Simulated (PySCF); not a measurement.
# C2H8AlBrS: the cost of one run

Computed with PySCF 2.14.0, with density-fitted response routines of our own, on a single molecule in the gas phase. Atoms are numbered from 0 throughout.

## (1) Starting geometry

13 atoms, charge 0, multiplicity 1; geometry from: GFN2-xTB. The atoms were then displaced at random by about 0.01 Å, so the start is not that level's minimum.

Bonds of the start (Å): C0–S1 1.82, S1–C2 1.82, S1–Al3 2.52, Al3–Br4 2.24, C0–H5 1.11, C0–H6 1.07, C0–H7 1.08, C2–H8 1.07, C2–H9 1.11, C2–H10 1.08, Al3–H11 1.54, Al3–H12 1.57.

## (2) Optimising the geometry at PBE0-D3(BJ)/def2-SVP

The job: settings as JSON, then the geometry in Å.

```
{"job": {"xc": "PBE0", "basis": "def2-SVP", "d3": "d3bj", "grid": 1, "shake": 0.01, "kind": "geom"}, "charge": 0, "multiplicity": 1}
C     -1.027630    -1.333610    -0.113720
S     -0.372150     0.103730    -1.019080
C     -0.831130     1.457790     0.100040
Al     1.923380    -0.279080    -0.044480
Br     3.070950     1.488400    -0.789670
H     -2.104620    -1.123140     0.075440
H     -0.923410    -2.175550    -0.762990
H     -0.483950    -1.457650     0.806510
H     -1.890000     1.467720     0.261290
H     -0.304520     1.335930     1.074970
H     -0.503440     2.382500    -0.355640
H      2.078600    -1.677130    -0.671460
H      1.373740    -0.206790     1.428450
```

Started as:

```
$ OMP_NUM_THREADS=1 python probes_run.py task.json out
```

This one command runs all jobs of the session in turn.

Q: Estimate the wall time and peak memory of this first job on 1 thread of Arm Neoverse V1, shared host.

About 2.8 min, with a peak of 0.56 GiB.
